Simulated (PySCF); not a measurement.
# H6HgN (Hg(H)3(NH3)-): the cost of one run

The runs use PySCF 2.14.0; several levels, as the steps say, no spin–orbit coupling.

1 further run of the same task is left out (for a known fault of the program).

### 1 The system as given

8 atoms, charge -1, spin multiplicity 1.

Bond lengths: Hg1–H2 1.783 Å, Hg1–H3 1.783 Å, Hg1–H4 1.783 Å, N5–H6 1.016 Å, N5–H7 1.016 Å, N5–H8 1.016 Å. Angles: H2–Hg1–H3 119.9°, H2–Hg1–H4 119.9°, H3–Hg1–H4 119.9°, H6–N5–H7 109.0°, H6–N5–H8 109.0°, H7–N5–H8 109.0°.

Geometry (Å):

```xyz
8
H6HgN
Hg    0.4125   -0.4125    0.4125
H     1.1780    1.0040    1.1780
H    -1.0040   -1.1780    1.1780
H     1.1780   -1.1780   -1.0040
N    -1.2433    1.2433   -1.2433
H    -1.8328    1.8328   -0.6635
H    -0.6635    1.8328   -1.8328
H    -1.8328    0.6635   -1.8328
```

Formal oxidation states: Hg +2. An earlier session relaxed this geometry at PBE0, Hg def2-SVP with ECP60, H def2-SVP, N def2-SVP (singlet, point group C3v). Its vibrations showed it to be a saddle point, relaxed within its symmetry.

At PBE0 on the finer grid: E = -211.648563 Eh, HOMO -0.44 eV, LUMO 4.79 eV, Mulliken charge on Hg1 -0.27 e, largest force component 0.006 eV/Å. 

Levels to run: r2SCAN; CAM-B3LYP; PBE0, TZVP. Hardware: 2 threads of Arm Neoverse V2, shared host.

### 2 r2SCAN

Input file run.py (the lines that set the calculation):

```python
mol = gto.M(atom='''
Hg     0.41251    -0.41251     0.41251
H      1.17800     1.00400     1.17800
H     -1.00400    -1.17800     1.17800
H      1.17800    -1.17800    -1.00400
N     -1.24326     1.24326    -1.24326
H     -1.83282     1.83282    -0.66348
H     -0.66348     1.83282    -1.83282
H     -1.83282     0.66348    -1.83282''',
    basis={'Hg': 'def2-SVP', 'H': 'def2-SVP', 'N': 'def2-SVP'},
    ecp={'Hg': 'def2-SVP'},
    charge=-1, spin=0)
mf = dft.RKS(mol, xc='R2SCAN')
mf.grids.atom_grid = (75, 302)
mf = mf.density_fit()  # fitting sets: Hg def2-universal-JKFIT, H def2-universal-JKFIT, N def2-universal-JKFIT
mf.conv_tol = 1e-08; mf.max_cycle = 55
mf.kernel(dm0)  # dm0: the density of the relaxed state
```

On the command line:

```console
OMP_NUM_THREADS=2 python run.py
```

**Question.** How long does this run take on 2 threads of Arm Neoverse V2, shared host?

About 3.4 s.
